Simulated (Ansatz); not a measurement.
# HfO2 (fluorite type): the cost of one run

Program: Ansatz 0.2.0. Level of theory: DFT LDA, with the methods named in each step. These are calculated values, not measurements.

1 further run of the same task is left out (it didn't finish). Runs told in other sessions of the task aren't counted.

## Step 1: The structure to begin with

Symmetry: Fm-3m, No. 225, cubic system. Conventional cell: a = 5.001 Å, b = 5.001 Å, c = 5.001 Å, α = 90.00°, β = 90.00°, γ = 90.00°. Around Hf (site symmetry m-3m) lie 8 O at 2.17 Å. O (site symmetry -43m) is surrounded by 4 Hf at 2.17 Å.

As a file:

```xyz
3
Lattice="0.0000 2.5004 2.5004 2.5004 0.0000 2.5004 2.5004 2.5004 0.0000" Properties=species:S:1:pos:R:3 pbc="T T T"
Hf    0.0000    0.0000    0.0000
O     1.2502    1.2502    1.2502
O     3.7506    3.7506    3.7506
```

Whether this phase is the stable one at these pressures isn't tested.

Atoms are numbered in the order of the input: Hf1, O2, O3.

## Step 2: The reference volume, LAPW

The input, input.yaml:

```yaml
crystal:
  lattice:
    - [0.0, 2.5003927591, 2.5003927591]
    - [2.5003927591, 0.0, 2.5003927591]
    - [2.5003927591, 2.5003927591, 0.0]
  atoms:
    - { symbol: Hf, position: [0.0, 0.0, 0.0] }
    - { symbol: O, position: [0.25, 0.25, 0.25] }
    - { symbol: O, position: [0.75, 0.75, 0.75] }
kpoints:
  mp_grid: { grid: [12, 12, 12] }
  band_path:
    path:
      - [0.0, 0.0, 0.0]
      - [0.5, 0.0, 0.5]
      - [0.625, 0.25, 0.625]
      - [0.375, 0.375, 0.75]
      - [0.0, 0.0, 0.0]
      - [0.5, 0.5, 0.5]
      - [0.5, 0.25, 0.75]
      - [0.5, 0.0, 0.5]
    npoints: 14
scf:
  occupations: { method: fermi_dirac, width: 0.08 }
hamiltonian:
  xc: lda
  pseudopotentials: { kind: all_electron, lapw: { basis_error: 0.001 } }
output:
  forces: true
  stress: true
  eigenvalues: true
  populations: true
  dos: { projected: true, de: 0.2, e_range: [-14, 8] }
```

The run is started by

```console
$ ansatz run input.yaml --threads 1 --pin off --max-ram 3072MiB --backend cpu --events-out ev --progress --plain --runs-dir out
```

Q: Estimate wall time and peak memory on 1 thread of Intel Xeon at 2.50GHz (Skylake/Cascade Lake), shared host.

About 1.8 min, with a peak of 0.55 GiB.
